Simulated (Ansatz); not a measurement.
# NaRu: the cost of one run

Computed with Ansatz 0.2.0 (DFT PBE, scalar-relativistic, plane waves, PAW, unless a step's input says otherwise).

1 further run of the same task is left out (it didn't finish).

## Step 1: The system as given

The structure is tetragonal, space group P4/mmm (No. 123). Conventional cell: a = 2.996 Å, b = 2.996 Å, c = 3.927 Å, α = 90.00°, β = 90.00°, γ = 90.00°. Na (site symmetry 4/mmm) has 8 Ru at 2.89 Å and 4 Na at 3.00 Å as nearest neighbours. Ru (site symmetry 4/mmm) is surrounded by 8 Na at 2.89 Å and 4 Ru at 3.00 Å.

Coordinates:

```
CELL_PARAMETERS angstrom
2.99611 0.00000 0.00000
0.00000 2.99611 0.00000
0.00000 0.00000 3.92705
ATOMIC_POSITIONS crystal
Na 0.50000 0.50000 0.50000
Ru 0.00000 0.00000 0.00000
```

This is candidate A: CuAu (L1_0) type (P4/mmm, No. 123).

(A quick probe on a coarse mesh, which set the mesh and smearing, is not shown.)

## Step 3: The relaxation (candidate A)

input.yaml reads:

```yaml
crystal:
  lattice:
    - [2.9961142021, 0.0, 0.0]
    - [0.0, 2.9961142021, 0.0]
    - [0.0, 0.0, 3.9270496863]
  atoms:
    - { symbol: Na, position: [0.5, 0.5, 0.5] }
    - { symbol: Ru, position: [0.0, 0.0, 0.0] }
basis:
  ecutwfc: 420
kpoints:
  mp_grid: { grid: [18, 18, 14] }
hamiltonian:
  xc: pbe
scf:
  occupations: { method: gaussian, width: 0.1 }
output:
  forces: true
  stress: true
  eigenvalues: true
relax:
  adjacent_minimum: "off"
  f_tol: 0.01
  max_steps: 80
  cell: { stress_tol: 0.05 }
```

Launch:

```
ansatz run input.yaml --threads 1 --pin off --max-ram 2560MiB --backend cpu --events-out ev --progress --plain --runs-dir out
```

Q: Estimate wall time and peak memory on 1 thread of Intel Xeon Platinum 8488C (Sapphire Rapids), shared host.

About 2.1 min, with a peak of 0.54 GiB.
